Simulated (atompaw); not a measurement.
# Pseudopotential generation for Zn: PAW (atompaw), PBE

Aim: build the potential from the settings below, then test how well it stands in for the atom: scattering, ghost states and the plane-wave cutoff that it needs.

The numbers are computed with atompaw 4.2.0.5 (PBE, scalar-relativistic, spin-unpolarised reference atom).

**1. The design**

Typed settings, in words:

```json
{
 "element": "zinc (Zn, Z = 30)",
 "type": "PAW",
 "frozen core": "[Ar] 3d10",
 "valence charge": "2",
 "reference configuration": "4s2 4p0",
 "partial waves": "4s (bound): rc 3.00 bohr; 4s channel at 1 Ry: rc 3.00 bohr; 4p (bound, empty): rc 3.00 bohr; 4p channel at 1 Ry: rc 3.00 bohr; 4d channel at -0.1 Ry: rc 3.00 bohr; 4d channel at 0.8 Ry: rc 3.00 bohr",
 "local potential": "troulliermartins scheme with l = 3 at 0 Ry, radius 3.00 bohr",
 "core correction": "smooth core density matched at 2.30 bohr",
 "augmentation charge": "sinc compensation charge, radius 2.85 bohr; PAW radius 3.00 bohr; waves and projectors: custom polynom2 7 10 vanderbiltortho"
}
```

**2. The generation run**

Contents of Zn.input:

```
Zn 30
GGA-PBE scalarrelativistic loggrid 1500 logderivrange -2 5 176
4 4 3 0 0 0
4 1 0
0 0 0
c
c
c
v
c
c
v
c
2
3.00 2.85 3.00 2.30
y
1
n
y
1
n
y
-0.1
y
0.8
n
custom polynom2 7 10 vanderbiltortho sinc
3 0 troulliermartins
3.00
3.00
3.00
3.00
3.00
3.00
PWSCFOUT
UPFDX 0.0125d0 UPFXMIN -7.d0 UPFZMESH 30.d0
END
```

On the command line:

```
$ atompaw < Zn.input > Zn.log
```

Q: Predict the outcome of this session. Wanted: cutoffs for 10 and 1 mRy, occupied levels; bound ghosts; largest phase difference near zero energy, channels read; lowest eigenvalue of the overlap; share of valence orbitals outside the PAW sphere; UPF file.

**Answer**, as computed:

| quantity | value |
| --- | --- |
| cutoffs for 10 and 1 mRy, occupied levels | 6 Ry or less and 12 Ry |
| bound ghosts | d at -1.84 eV |
| largest phase difference near zero energy, channels read | 2.752 rad |
| lowest eigenvalue of the overlap (Bessel basis) | 0.786 (s) |
| share of valence orbitals outside the PAW sphere | 4s 31 %, 4p 71 % |
| UPF file | written |

**Reading.** A bound ghost (d) makes it unfit for use: electrons can fall into a state that the atom doesn't have. It counts as soft on the atom at that tolerance, with 6 Ry or less needed at the looser tolerance. Near zero energy the largest phase difference among the channels read is 2.75 rad, in the d channel.
